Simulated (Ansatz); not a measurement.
# CH5BClN (SMILES CNBCl): HSE06/def2-SVP

Aim: the vertical ionisation energy of CH5BClN at HSE06/def2-SVP, from 2 runs. 

Program for the calculation: Ansatz 0.2.0.

128 further runs of the same task are left out: 128 set aside as unsound or not needed.

**1. The structure to begin with**

CH5BClN has 9 atoms, charge 0, and is taken as a singlet. As SMILES, `CNBCl`. The coordinates come from a PBE0-D4/def2-TZVP relaxation. This is one conformer, not always the lowest.

Bond lengths: C1–N2 1.445 Å, N2–B3 1.381 Å, B3–Cl4 1.771 Å, C1–H5 1.094 Å, C1–H6 1.094 Å, C1–H7 1.090 Å, N2–H8 1.009 Å, B3–H9 1.192 Å. Some angles: C1–N2–B3 126.0°, N2–B3–Cl4 119.6°, C1–N2–H8 115.0°, B3–N2–H8 119.0°, N2–C1–H5 111.4°, N2–C1–H6 111.4°, N2–C1–H7 109.2°, N2–B3–H9 121.5°, Cl4–B3–H9 118.9°, H5–C1–H6 108.3°.

**2. A single-point energy at HSE06/def2-SVP**

job.yaml

```yaml
basis:
  gaussian:
    orbitals: def2-SVP
crystal:
  periodic: [false, false, false]
  atoms:
    - {symbol: C, position_ang: [0.510100, 0.482100, -0.973400]}
    - {symbol: "N", position_ang: [-0.407900, -0.226000, -0.111700]}
    - {symbol: B, position_ang: [-0.261100, -0.415200, 1.248200]}
    - {symbol: Cl, position_ang: [-1.495300, -1.314500, 2.144800]}
    - {symbol: H, position_ang: [0.907000, -0.170400, -1.756500]}
    - {symbol: H, position_ang: [0.027900, 1.338900, -1.452800]}
    - {symbol: H, position_ang: [1.346700, 0.849900, -0.380000]}
    - {symbol: H, position_ang: [-1.220500, -0.605500, -0.573900]}
    - {symbol: H, position_ang: [0.681600, 0.014200, 1.838200]}
hamiltonian:
  xc: {name: HSE06}
accuracy: high
output: {orbitals: {seedname: orbitals}}
```

On the command line:

```sh
$ ansatz run job.yaml --threads 1 --pin off --max-ram 3480MiB --events-out events.jsonl --progress --plain --runs-dir runs
```

Output:

```text
Warning: RAYON_NUM_THREADS=1 ignored (pool sized by the plan → 1); use --threads N
Functional definition: HSE06
  name "HSE06"
  parameter a = 0.25
  parameter omega = 0.11/bohr
  exchange = pbe_x - a*pbe_x_sr(omega) + a*exact_x_sr(omega)
  correlation = pbe_c
2017 factors; integrals over basis functions are off by at most 8.2e-9 eV
93 factors; integrals over basis functions are off by at most 1.3e-9 eV
mean field evaluation 1: about -15789.4585 eV, gradient 4.8e1 eV
mean field evaluation 2: about -15782.4878 eV, gradient 7.1e1 eV
mean field evaluation 4: about -15794.6325 eV, gradient 2.8e0 eV
mean field evaluation 8: about -15794.8642 eV, gradient 3.1e-1 eV
mean field evaluation 16: about -15794.8645 eV, gradient 1.8e-5 eV
mean field -15794.86450630 eV, -580.4505644629 hartree, gradient 5.0e-8 eV, S^2 0.000000; 0 other end points of the search recorded, 0 dependent functions left out
reference -15794.86450926 eV, -580.4505645714 hartree; 20, 20 occupied and 65, 65 virtual orbitals, 2017 factors
Total energy: -15794.86450926 eV, -580.4505645714 hartree
```

Run time: 6.9 s. Hardware: 1 thread of Arm Neoverse V2, shared host; peak memory 0.28 GiB.

**3. The doublet cation**

molecule.yaml

```yaml
crystal:
  periodic: [false, false, false]
  atoms:
    - symbol: C
      position_ang: [0.510100, 0.482100, -0.973400]
    - symbol: "N"
      position_ang: [-0.407900, -0.226000, -0.111700]
    - symbol: B
      position_ang: [-0.261100, -0.415200, 1.248200]
    - symbol: Cl
      position_ang: [-1.495300, -1.314500, 2.144800]
    - symbol: H
      position_ang: [0.907000, -0.170400, -1.756500]
    - symbol: H
      position_ang: [0.027900, 1.338900, -1.452800]
    - symbol: H
      position_ang: [1.346700, 0.849900, -0.380000]
    - symbol: H
      position_ang: [-1.220500, -0.605500, -0.573900]
    - symbol: H
      position_ang: [0.681600, 0.014200, 1.838200]
basis:
  gaussian:
    orbitals: def2-SVP
total_charge: 1
magnetization:
  spin_polarized: true
  initial_magnetization: 1
hamiltonian:
  xc: hse06
accuracy: high
output: {orbitals: {seedname: orbitals}}
```

On the command line:

```sh
$ ansatz run molecule.yaml --threads 1 --pin off --max-ram 3480MiB --events-out events.jsonl --progress --plain --runs-dir runs
```

Output:

```text
Warning: RAYON_NUM_THREADS=1 ignored (pool sized by the plan → 1); use --threads N
[... 6 set-up lines as earlier in the session ...]
2017 factors; integrals over basis functions are off by at most 8.2e-9 eV
93 factors; integrals over basis functions are off by at most 1.3e-9 eV
mean field evaluation 1: about -15770.0042 eV, gradient 5.3e1 eV
mean field evaluation 2: about -15736.3385 eV, gradient 9.3e1 eV
mean field evaluation 4: about -15781.6776 eV, gradient 2.2e1 eV
mean field evaluation 8: about -15784.7645 eV, gradient 4.2e-1 eV
mean field evaluation 16: about -15784.9838 eV, gradient 1.7e-3 eV
mean field evaluation 32: about -15784.9838 eV, gradient 4.2e-7 eV
mean field -15784.98380916 eV, -580.0874555404 hartree, gradient 7.4e-8 eV, S^2 0.762590; 3 other end points of the search recorded, 0 dependent functions left out
reference -15784.98381225 eV, -580.0874556540 hartree; 20, 19 occupied and 65, 66 virtual orbitals, 2017 factors
Total energy: -15784.98381225 eV, -580.0874556540 hartree
```

It took 17 s on 1 thread of Arm Neoverse V2, shared host; peak memory 0.4 GiB.

**4. What came out**

At HSE06/def2-SVP:

| quantity | value |
| --- | --- |
| singlet CH5BClN: total energy | -580.45056 Eh |
| singlet CH5BClN: HOMO energy | -7.27 eV |
| singlet CH5BClN: LUMO energy | 0.22 eV |
| singlet CH5BClN: HOMO–LUMO gap | 7.49 eV |
| doublet cation: total energy | -580.08746 Eh |
| doublet cation: HOMO energy (highest over α and β) | -14.15 eV |
| doublet cation: LUMO energy (lowest over α and β) | -12.49 eV |
| doublet cation: ⟨S²⟩ | 0.763 |
| vertical ionisation energy (to the doublet cation) | 9.881 eV |

What this shows: Removing an electron at fixed nuclei costs 9.88 eV (228 kcal/mol). The negative HOMO energy of the first species, 7.27 eV, lies 2.61 eV below that difference.
